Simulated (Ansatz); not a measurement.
# SnH3O3 radical: small, medium and large basis sets

An exercise on one series of results from a longer session: the logs are not shown, and one member is left open.

Method: one geometry, several basis sets; program: Ansatz 0.2.0, Gaussian basis.

Levels to be run: PBE0-D4/def2-SVP; ωB97M-V/def2-SVP; PBE0-D4/def2-QZVPP; ωB97M-V/def2-QZVPP; the functionals' def2-TZVPP values are taken from earlier runs.

1 further run of the same task is left out (for a known fault of the program).

## Structure used throughout

An earlier PBE0-D4 in a triple-zeta def2 set relaxation fixed the geometry. Sn takes the def2 core potential; no spin-orbit term is included.

7 atoms, charge 0, spin multiplicity 2.

Atoms are counted from 1 here; the program's logs count them from 0.

Bond lengths: O1–Sn2 1.972 Å, O1–H5 0.963 Å, Sn2–O3 1.972 Å, Sn2–O4 1.972 Å, O3–H6 0.963 Å, O4–H7 0.963 Å. Angles: Sn2–O1–H5 112.5°, O1–Sn2–O3 105.9°, O1–Sn2–O4 105.7°, O3–Sn2–O4 105.8°, Sn2–O3–H6 112.4°, Sn2–O4–H7 112.5°.

Geometry (Å):

```
atom    x (Å)    y (Å)    z (Å)
  O1  -1.4716   0.9747  -0.3752
 Sn2  -0.4089  -0.6202   0.0890
  O3   0.6167  -0.1350   1.7018
  O4   0.9215  -0.8148  -1.3532
  H5  -1.7092   1.4973   0.3974
  H6   1.5100  -0.4935   1.6906
  H7   0.6028  -0.4766  -2.1961
```

Set-up of the first run:

in.yaml

```yaml
crystal:
  periodic: [false, false, false]
  atoms:
    - {symbol: O, position_ang: [-1.471644, 0.974692, -0.375234]}
    - {symbol: Sn, position_ang: [-0.408925, -0.620157, 0.089012]}
    - {symbol: O, position_ang: [0.616717, -0.134999, 1.701764]}
    - {symbol: O, position_ang: [0.921467, -0.814805, -1.353152]}
    - {symbol: H, position_ang: [-1.709177, 1.497297, 0.397370]}
    - {symbol: H, position_ang: [1.509958, -0.493534, 1.690633]}
    - {symbol: H, position_ang: [0.602803, -0.476592, -2.196093]}
basis:
  gaussian: {orbitals: def2-SVP}
magnetization: {spin_polarized: true, initial_magnetization: 1}
hamiltonian: {xc: pbe0, dispersion: d4}
output: {orbitals: {seedname: orbitals}}
```

Launch:

```console
> ansatz run in.yaml --threads 4 --pin off --events-out ev --progress --plain --max-ram 10444MiB
```

Steps of the session up to this table: PBE0-D4 in def2-SVP; ωB97M-V in def2-SVP; PBE0-D4 in def2-QZVPP; ωB97M-V in def2-QZVPP.

One of the session's tables, all rows but one given; the rest of the session is left out.

It belongs to the step «Functionals by basis». 

```
functional       basis  HOMO (eV)  LUMO (eV)
   PBE0-D4    def2-SVP      -6.60      -3.65
   PBE0-D4  def2-TZVPP          ?          ?
   PBE0-D4  def2-QZVPP      -6.92      -3.95
   ωB97M-V    def2-SVP      -8.69      -1.78
   ωB97M-V  def2-TZVPP      -8.99      -2.09
   ωB97M-V  def2-QZVPP      -9.05      -2.20
```

Q: Estimate the row for PBE0-D4, def2-TZVPP from the others.

**Answer.** HOMO (eV): -6.86; LUMO (eV): -3.88. In the column «HOMO (eV)» it lies between PBE0-D4, def2-QZVPP (-6.92) and PBE0-D4, def2-SVP (-6.60).
